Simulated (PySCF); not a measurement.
# C4H6BN: the cost of one run

The runs use PySCF 2.14.0, with density-fitted response routines of our own; the level of theory stands in each step. All values are computed, except where a source is named. Atoms are numbered from 0 throughout.

**1. Starting geometry**

12 atoms, charge 0, multiplicity 1; geometry from: PBE0-D3(BJ)/def2-SVP.

Bonds of the start (Å): C0–C1 1.22, C1–C2 1.42, C2–C3 1.35, C3–B4 1.57, B4–N5 1.39, C0–H6 1.07, C2–H7 1.10, C3–H8 1.10, B4–H9 1.21, N5–H10 1.01, N5–H11 1.01.

**2. Nuclear shieldings: PBE0/pcSseg-2**

The job: settings as JSON, then the geometry in Å.

```
{"job": {"kind": "nmr", "xc": "PBE0", "basis": "pcSseg-2", "pop": false}, "charge": 0, "multiplicity": 1}
C      1.792051     1.576401    -0.673972
C      1.489285     0.401611    -0.589007
C      1.190194    -0.988191    -0.509436
C     -0.005620    -1.531169    -0.187467
B     -1.338038    -0.793622     0.195282
N     -1.495865     0.582625     0.080730
H      2.065473     2.612829    -0.747790
H      2.041799    -1.642356    -0.738710
H     -0.022489    -2.627347    -0.182740
H     -2.276584    -1.440569     0.608808
H     -2.353303     1.052209     0.337319
H     -0.759646     1.198219    -0.245653
```

Method: GIAO PBE0/pcSseg-2 NMR shielding, non-relativistic, gas phase.

The run is started by

```
$ OMP_NUM_THREADS=1 python probes_run.py task.json out
```

The driver reads the jobs from task.json and runs them one after another.

Q: Estimate the wall time and peak memory of this first job on 1 thread of Intel Xeon 6975P-C, shared host.

About 25 s, with a peak of 1.3 GiB.
